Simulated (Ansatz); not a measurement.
# AlClFHO: the cost of one run

Method: RHF/def2-SVP, in Ansatz 0.2.0.

## 1. The system as given

Bond lengths: Al1–O2 1.780 Å, O2–H3 1.010 Å, Al1–F4 1.690 Å, Al1–Cl5 2.230 Å. Angles: Al1–O2–H3 109.5°, O2–Al1–F4 120.0°, O2–Al1–Cl5 120.0°, F4–Al1–Cl5 120.0°.

As a file:

```xyz
5

Al    0.0000    0.0000    0.0000
O     0.0000    0.0000    1.7800
H    -0.9095   -0.2814    2.1171
F     1.4635    0.0000   -0.8450
Cl   -1.9312    0.0000   -1.1150
```

## 2. Relaxing the start

Contents of input.yaml:

```yaml
crystal:
  periodic: [false, false, false]
  atoms:
    - { symbol: Al, position_ang: [0.0, 0.0, 0.0] }
    - { symbol: O, position_ang: [0.0, 0.0, 1.78] }
    - { symbol: H, position_ang: [-0.9095, -0.2814, 2.1171] }
    - { symbol: F, position_ang: [1.4635, 0.0, -0.845] }
    - { symbol: Cl, position_ang: [-1.9312, 0.0, -1.115] }
basis:
  gaussian: { orbitals: def2-SVP }
hamiltonian:
  xc: hf
relax:
  f_tol: 0.02
  max_steps: 40
output:
  orbitals: {}
```

Started as:

```sh
> ansatz run input.yaml --threads 1 --pin off --max-ram 2048MiB --backend cpu --events-out ev --progress --plain --runs-dir out
```

**Question.** How long does this run take on 1 thread of Arm Neoverse V2, shared host, and how much memory does it need?

About 8.2 s, with a peak of 0.14 GiB.
